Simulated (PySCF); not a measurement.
# C6H18B2NaO6: the cost of one run

Programs: PySCF 2.14.0, with routines of our own; each step states its level. All values are computed. Atoms count from 0.

## 1. The system as given

33 atoms, charge 1, multiplicity 1; geometry from: GFN2-xTB.

## 2. NMR shifts: GIAO KT2/pcSseg-1

Job settings and geometry (Å):

```
{"job": {"kind": "nmr", "basis": "pcSseg-1", "pop": false, "xc": "KT2", "scf": {"damp": 0.2}}, "charge": 1, "multiplicity": 1}
C     -0.339234    -2.235486     0.890628
O     -1.152437    -1.524712     1.813883
B     -2.508278    -1.573215     1.803845
O     -3.187635    -2.034729     0.706156
C     -4.592477    -2.249989     0.776018
O     -3.212725    -0.981419     2.807302
C     -2.589359    -0.592641     4.024470
C      0.490542     1.902341    -0.477987
O     -0.923062     1.700466    -0.507666
B     -1.747631     2.250714    -1.478526
O     -3.056398     1.847852    -1.238168
C     -4.072267     2.293961    -2.145041
O     -1.518738     3.028210    -2.529701
C     -0.345285     3.610739    -3.066108
Na    -2.574983     0.568134     0.410673
H     -0.942027    -2.687105     0.101756
H      0.193378    -3.016387     1.435187
H      0.385664    -1.540101     0.465784
H     -4.839182    -2.848103     1.653353
H     -5.126115    -1.295808     0.834725
H     -4.881092    -2.785327    -0.125526
H     -1.965433    -1.400474     4.407305
H     -3.384309    -0.369897     4.733312
H     -1.968850     0.294181     3.866363
H      0.736381     2.963533    -0.530068
H      0.970312     1.371578    -1.303132
H      0.854948     1.498945     0.464911
H     -4.161931     3.379894    -2.104992
H     -3.821193     1.999947    -3.164336
H     -5.009394     1.833423    -1.844303
H     -0.011685     4.440546    -2.441099
H     -0.616461     3.992771    -4.050152
H      0.456541     2.880174    -3.171954
```

Method: GIAO KT2/pcSseg-1 NMR shielding, non-relativistic, gas phase.

Started as:

```bash
$ OMP_NUM_THREADS=1 python large_run.py task.json out
```

This one command runs all jobs of the session in turn.

Q: Estimate the wall time and peak memory of this first job on 1 thread of Arm Neoverse V1, shared host.

About 49 s, with a peak of 0.61 GiB.
